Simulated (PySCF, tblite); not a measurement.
**C₁₁H₁₂F₂: geometry, infrared bands, NMR shifts, spin-spin couplings and electronic excitations**

Aim: predict the infrared bands, NMR shifts, spin-spin couplings and electronic excitations of C₁₁H₁₂F₂ (`C#CC(/C=C(\F)C(C)C)=C/C(=C)F`).

Programs: tblite 0.8.0 and PySCF 2.14.0, with density-fitted response routines of our own. Each step states its level of theory. These are calculated values for one molecule in the gas phase, unless marked as measured. Atoms are numbered from 0 throughout.

**1. Starting geometry**

25 atoms, charge 0, multiplicity 1; geometry from: force field or distance geometry start.

Bonds of the start (Å): C0–C1 1.20, C1–C2 1.44, C2–C3 1.45, C3–C4 1.35, C4–F5 1.36, C4–C6 1.51, C6–C7 1.54, C6–C8 1.53, C2–C9 1.36, C9–C10 1.44, C10–C11 1.34, C10–F12 1.35, C0–H13 1.06, C3–H14 1.09, C6–H15 1.10, C7–H16 1.09, C7–H17 1.10, C7–H18 1.10, C8–H19 1.10, C8–H20 1.08, C8–H21 1.10, C9–H22 1.08, C11–H23 1.08, C11–H24 1.08.

**2. Geometry optimisation with GFN2-xTB**

The job: settings as JSON, then the geometry in Å.

```
{"job": {"kind": "relax", "xc": "GFN2-xTB", "basis": "xTB"}, "charge": 0, "multiplicity": 1}
C     -1.810400    -2.362200    -2.068400
C     -1.700300    -1.406200    -1.350700
C     -1.551300    -0.278300    -0.473700
C     -0.224300     0.182100    -0.114800
C      0.924200    -0.523900    -0.160600
F      0.906800    -1.809100    -0.592200
C      2.262400     0.056200     0.232100
C      2.854600    -0.737500     1.405700
C      3.224000     0.044500    -0.954300
C     -2.709500     0.341100    -0.110000
C     -2.904900     1.489400     0.740400
C     -4.097800     2.053500     0.957500
F     -1.845600     2.014500     1.401500
H     -1.910200    -3.204600    -2.711600
H     -0.157700     1.205000     0.258100
H      2.136800     1.094000     0.577300
H      3.807200    -0.311700     1.721100
H      2.173300    -0.731900     2.265400
H      3.021200    -1.786400     1.134900
H      4.188300     0.489300    -0.672500
H      3.402600    -0.962900    -1.314100
H      2.811300     0.635400    -1.786500
H     -3.631000    -0.068900    -0.485000
H     -4.180700     2.902300     1.620600
H     -5.000000     1.700200     0.488800
```

Run with:

```console
OMP_NUM_THREADS=2 python probes_run.py task.json out
```

One launch serves the whole session: the jobs run in the order shown.

**Question.** This job is followed by: GFN2-xTB harmonic vibrations, gas phase; PBE0-D3(BJ)/def2-SVP geometry optimisation, gas phase; GIAO PBE0/pcSseg-1 NMR shielding, non-relativistic, gas phase; B3LYP/pcJ-1 indirect spin-spin coupling, non-relativistic, gas phase; TDDFT PBE0/def2-SVPD, vertical, gas phase, core orbitals frozen in the response; GIAO KT3/pcSseg-1 NMR shielding, non-relativistic, gas phase. Predict these results of the whole session: strongest single infrared mode (GFN2-xTB); zero-point energy (GFN2-xTB); point group; rotational constants (main isotopes); 13C shifts against TMS (PBE0/pcSseg-1, means over atoms taken as alike); 1H shifts against TMS (PBE0/pcSseg-1, means over atoms taken as alike); 19F shifts against CFCl3 (PBE0/pcSseg-1); lowest singlet (PBE0/def2-SVPD); lowest triplet; range of the shift of F12; property runs in this session.

As calculated:

```
                                                               quantity                                                                 value
                              strongest single infrared mode (GFN2-xTB)                                                 1672 cm⁻¹, 137 km/mol
                                           zero-point energy (GFN2-xTB)                                                        120.8 kcal/mol
                                                            point group                                                                    C1
                                   rotational constants (main isotopes)                                                  1.12, 0.45, 0.34 GHz
13C shifts against TMS (PBE0/pcSseg-1, means over atoms taken as alike)  176.3, 172.3, 132.9, 124.4, 105.8, 103.5, 89.8, 87.1, 37.9, 21.5 ppm
 1H shifts against TMS (PBE0/pcSseg-1, means over atoms taken as alike)                          6.32, 5.90, 4.96, 4.67, 3.20, 1.98, 1.16 ppm
                               19F shifts against CFCl3 (PBE0/pcSseg-1)                                                    -101.4, -110.3 ppm
                                        lowest singlet (PBE0/def2-SVPD)                                           4.12 eV (301 nm), f = 0.839
                                                         lowest triplet                                                               2.10 eV
                                              range of the shift of F12                                                  -125.5 to -110.3 ppm
                                          property runs in this session                       4, of which 0 failed and 1 gave unsound results
```

**Reading.** The optimisation took 55 steps and gained 0.086 eV; among the close pairs (by a distance rule), C1–C2 changed most, from 1.436 to 1.418 Å (GFN2-xTB). All 69 modes are real, so the xTB geometry is a minimum. The strongest single mode, at 1672 cm⁻¹, moves mainly C4 and C3. GFN2-xTB is a fitted tight-binding method: band positions and strengths are rough. Its intensities can rank the bands wrongly. Relaxing lowered the energy by 0.272 eV in 9 steps; the close pair that moved most is C0–H13, from 1.027 to 1.074 Å (PBE0/def2-SVP). The first singlet state (HOMO→LUMO 0.97) lies at 4.12 eV and is bright. The lowest triplet lies 2.01 eV below the lowest singlet (triplets in Tamm-Dancoff, singlets in full TDDFT). In ppm, F12 moves most: its shift spreads over 15.3 ppm, from -125.5 (KT3/pcSseg-1) to -110.3 (PBE0/pcSseg-1).
